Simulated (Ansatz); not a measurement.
# C2H5BO: basis-set convergence

How large a basis does C2H5BO need? Two functionals are run in growing sets.

The runs use Ansatz 0.2.0, Gaussian basis; one geometry, several basis sets.

Plan: PBE0-D4/def2-SVP; ωB97M-V/def2-SVP; PBE0-D4/def2-QZVPP; ωB97M-V/def2-QZVPP; the functionals' def2-TZVPP values are taken from earlier runs.

1 further run of the same task is left out (it didn't finish).

### 1 The relaxed structure

An earlier PBE0-D4 in a triple-zeta def2 set relaxation fixed the geometry.

SMILES `B1CCO1`, 9 atoms, charge 0, spin multiplicity 1.

Atoms are counted from 1 here; the program's logs count them from 0.

Bond lengths: B1–C2 1.580 Å, B1–O4 1.364 Å, B1–H5 1.195 Å, C2–C3 1.533 Å, C2–H6 1.091 Å, C2–H7 1.091 Å, C3–O4 1.455 Å, C3–H8 1.092 Å, C3–H9 1.092 Å. Angles: C2–B1–O4 95.4°, C2–B1–H5 139.9°, O4–B1–H5 124.7°, B1–C2–C3 80.2°, B1–C2–H6 117.4°, B1–C2–H7 117.4°, C3–C2–H6 115.4°, C3–C2–H7 115.4°, H6–C2–H7 108.9°, C2–C3–O4 93.7°, C2–C3–H8 116.1°, C2–C3–H9 116.1°, O4–C3–H8 110.0°, O4–C3–H9 110.0°, H8–C3–H9 109.7°, B1–O4–C3 90.7°.

### 2 PBE0-D4 in def2-SVP

in.yaml reads:

```yaml
crystal:
  periodic: [false, false, false]
  atoms:
    - {symbol: B, position_ang: [-0.402612, 0.301683, -1.082045]}
    - {symbol: C, position_ang: [0.505963, 0.617021, 0.170982]}
    - {symbol: C, position_ang: [-0.098562, -0.719550, 0.617685]}
    - {symbol: O, position_ang: [-0.884824, -0.878513, -0.596209]}
    - {symbol: H, position_ang: [-0.696999, 0.772817, -2.139496]}
    - {symbol: H, position_ang: [0.236343, 1.479036, 0.782223]}
    - {symbol: H, position_ang: [1.586191, 0.614059, 0.021038]}
    - {symbol: H, position_ang: [-0.757563, -0.681319, 1.487167]}
    - {symbol: H, position_ang: [0.600562, -1.551536, 0.721455]}
basis:
  gaussian: {orbitals: def2-SVP}
hamiltonian: {xc: pbe0, dispersion: d4}
output: {orbitals: {seedname: orbitals}}
```

Further steps of the session: ωB97M-V in def2-SVP; PBE0-D4 in def2-QZVPP; ωB97M-V in def2-QZVPP.

Before running them: what should the planned runs give, taken together? Wanted: PBE0-D4: double and triple zeta above quadruple; ωB97M-V: double and triple zeta above quadruple.

The runs gave:

```
                                       quantity          value
PBE0-D4: double and triple zeta above quadruple  5.75, 0.28 eV
ωB97M-V: double and triple zeta above quadruple  5.96, 0.26 eV
```

**Reading.** For PBE0-D4 the step from double to triple zeta gains 5.47 eV and the next only 0.28 eV. Total energies overstate the basis error of differences, where much of it tends to cancel. The LUMO of ωB97M-V is positive and keeps falling with the basis (2.20 to 1.53 eV): an unbound level that the basis holds in place.
